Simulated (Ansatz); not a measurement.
# CH7PSSn: up Jacob's ladder to CCSD(T)

One table from this session's results is given with a row withheld; the runs are named, their logs left out.

Method: functionals in def2-TZVPP, the program's frozen cores in correlated methods; program: Ansatz 0.2.0, Gaussian basis.

Plan: LDA (SPW92), PBE-D4, revPBE-D4, BLYP-D4, r2SCAN-D4, B97M-V, PBE0-D4, B3LYP-D4, r2SCANh-D4, r2SCAN0-D4, HSE06-D4, BHLYP-D4, CAM-B3LYP-D4, LC-ωPBE, ωB97X-V, ωB97M-V, B2PLYP, PBE-QIDH; CCSD(T)/def2-SVP; CCSD(T)/def2-TZVPP; MP2/def2-QZVPP; extrapolation to the limit; RPA on PBE.

## Structure used throughout

An earlier PBE0-D4 in a triple-zeta def2 set relaxation fixed the geometry. Sn takes the def2 core potential; no spin-orbit term is included.

SMILES `PS[CH2][SnH3]`, 11 atoms, charge 0, spin multiplicity 1.

Atoms are counted from 1 here; the program's logs count them from 0.

Bond lengths: P1–S2 2.107 Å, P1–H5 1.420 Å, P1–H6 1.419 Å, S2–C3 1.814 Å, C3–Sn4 2.157 Å, C3–H7 1.090 Å, C3–H8 1.092 Å, Sn4–H9 1.707 Å, Sn4–H10 1.706 Å, Sn4–H11 1.711 Å. Angles: S2–P1–H5 99.1°, S2–P1–H6 97.3°, H5–P1–H6 93.5°, P1–S2–C3 100.0°, S2–C3–Sn4 113.2°, S2–C3–H7 110.4°, S2–C3–H8 105.2°, Sn4–C3–H7 111.7°, Sn4–C3–H8 108.4°, H7–C3–H8 107.7°, C3–Sn4–H9 108.0°, C3–Sn4–H10 108.7°, C3–Sn4–H11 110.7°, H9–Sn4–H10 109.7°, H9–Sn4–H11 109.8°, H10–Sn4–H11 109.9°.

As a file:

```
P    -1.81582    1.24071    0.36027
S     0.19123    1.35768    0.98918
C     0.64342   -0.39840    0.93215
Sn    0.86655   -1.15344   -1.07572
H    -1.79222    2.23506   -0.65289
H    -2.36050    2.11989    1.33196
H    -0.06656   -0.99165    1.50832
H     1.61147   -0.46033    1.43372
H     2.30440   -0.50405   -1.72669
H    -0.46821   -0.64020   -2.00516
H     0.95155   -2.86227   -1.07465
```

The first run:

Input file in.yaml:

```yaml
crystal:
  periodic: [false, false, false]
  atoms:
    - {symbol: P, position_ang: [-1.815821, 1.240709, 0.360274]}
    - {symbol: S, position_ang: [0.191227, 1.357680, 0.989182]}
    - {symbol: C, position_ang: [0.643422, -0.398402, 0.932148]}
    - {symbol: Sn, position_ang: [0.866545, -1.153437, -1.075716]}
    - {symbol: H, position_ang: [-1.792216, 2.235056, -0.652889]}
    - {symbol: H, position_ang: [-2.360501, 2.119894, 1.331960]}
    - {symbol: H, position_ang: [-0.066563, -0.991652, 1.508323]}
    - {symbol: H, position_ang: [1.611470, -0.460326, 1.433716]}
    - {symbol: H, position_ang: [2.304398, -0.504048, -1.726691]}
    - {symbol: H, position_ang: [-0.468209, -0.640200, -2.005160]}
    - {symbol: H, position_ang: [0.951550, -2.862275, -1.074646]}
basis:
  gaussian: {orbitals: def2-TZVPP}
hamiltonian: {xc: lda}
output: {orbitals: {seedname: orbitals}}
```

The run is started by

```
> ansatz run in.yaml --threads 4 --pin off --events-out ev --progress --plain --max-ram 10444MiB
```

Among the steps run: LDA; PBE-D4 (GGA); revPBE-D4 (GGA); BLYP-D4 (GGA); r2SCAN-D4 (meta-GGA); B97M-V (meta-GGA); B3LYP-D4 (hybrid); r2SCANh-D4 (hybrid); r2SCAN0-D4 (hybrid); HSE06-D4 (hybrid); BHLYP-D4 (hybrid); CAM-B3LYP-D4 (range-separated); LC-ωPBE (range-separated); ωB97X-V (range-separated); ωB97M-V (range-separated); B2PLYP (double hybrid); PBE-QIDH (double hybrid).

One table of the session follows, with a row left open; its other results are not shown here.

It belongs to the step «Orbital energies across the functionals». 

```
  functional  HOMO (eV)  gap (eV)
 LDA (SPW92)      -5.57      4.06
      PBE-D4      -5.47      4.16
   revPBE-D4      -5.43      4.21
     BLYP-D4          ?         ?
   r2SCAN-D4      -5.69      4.64
      B97M-V      -5.79      4.69
     PBE0-D4      -6.59      6.16
    B3LYP-D4      -6.37      5.73
  r2SCANh-D4      -6.10      5.38
  r2SCAN0-D4      -6.73      6.47
    HSE06-D4      -6.20      5.40
    BHLYP-D4      -7.59      8.04
CAM-B3LYP-D4      -7.85      8.42
     LC-ωPBE      -9.19     10.87
     ωB97X-V      -8.86     10.39
     ωB97M-V      -8.70      9.93
```

**Question.** Estimate the row for BLYP-D4.

Worked estimate for «HOMO (eV)». Against the share of exact exchange, B3LYP-D4 (0.2, -6.37), BHLYP-D4 (0.5, -7.59) give a slope of -4.07 per unit share; at 0 the line stands at -5.56.

As computed: HOMO (eV): -5.32; gap (eV): 4.14. In «HOMO (eV)» the line misses by -0.24.
